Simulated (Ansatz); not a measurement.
# BP: the cost of one run

Method: DFT r2SCAN, scalar-relativistic, plane waves, PAW, in Ansatz 0.2.0.

### 1 The structure to begin with

It takes space group F-43m (No. 216, cubic). Conventional cell: a = 4.538 Å, b = 4.538 Å, c = 4.538 Å, α = 90.00°, β = 90.00°, γ = 90.00°. B (site symmetry -43m) is surrounded by 4 P at 1.97 Å. Around P (site symmetry -43m) lie 4 B at 1.97 Å.

As a file:

```xyz
4
Lattice="0.0000 -2.2690 -2.2690 -2.2690 0.0000 -2.2690 2.2690 2.2690 -4.5380" Properties=species:S:1:pos:R:3 pbc="T T T"
B     0.0000    0.0000   -4.5380
B     0.0000    0.0000    0.0000
P     1.1345    1.1345   -5.6725
P    -1.1345   -1.1345   -5.6725
```

No relaxation comes first: the listed cell is the starting point.

### 2 The undisturbed cell

The input, input.yaml:

```yaml
crystal:
  lattice:
    - [0.0, -2.269, -2.269]
    - [-2.269, 0.0, -2.269]
    - [2.269, 2.269, -4.538]
  atoms:
    - { symbol: B, position: [0.5, 0.5, 0.5] }
    - { symbol: B, position: [0.0, 0.0, 0.0] }
    - { symbol: P, position: [0.375, 0.375, 0.875] }
    - { symbol: P, position: [0.875, 0.875, 0.375] }
basis:
  ecutwfc: 500
kpoints:
  mp_grid: { grid: [12, 12, 10] }
hamiltonian:
  xc: r2scan
scf:
  occupations: { method: gaussian, width: 0.05 }
output:
  forces: true
  stress: true
  eigenvalues: true
  write_density: true
  write_potential: true
  elf: true
  volumetric_format: npy
```

Launch:

```bash
$ ansatz run input.yaml --threads 2 --pin off --max-ram 5120MiB --backend cpu --events-out ev --progress --plain --runs-dir out
```

**Question.** How long does this run take on 2 threads of Oxide Virtual Turin-like (Zen 5), shared host, and how much memory does it need?

About 16 s, with a peak of 0.75 GiB.
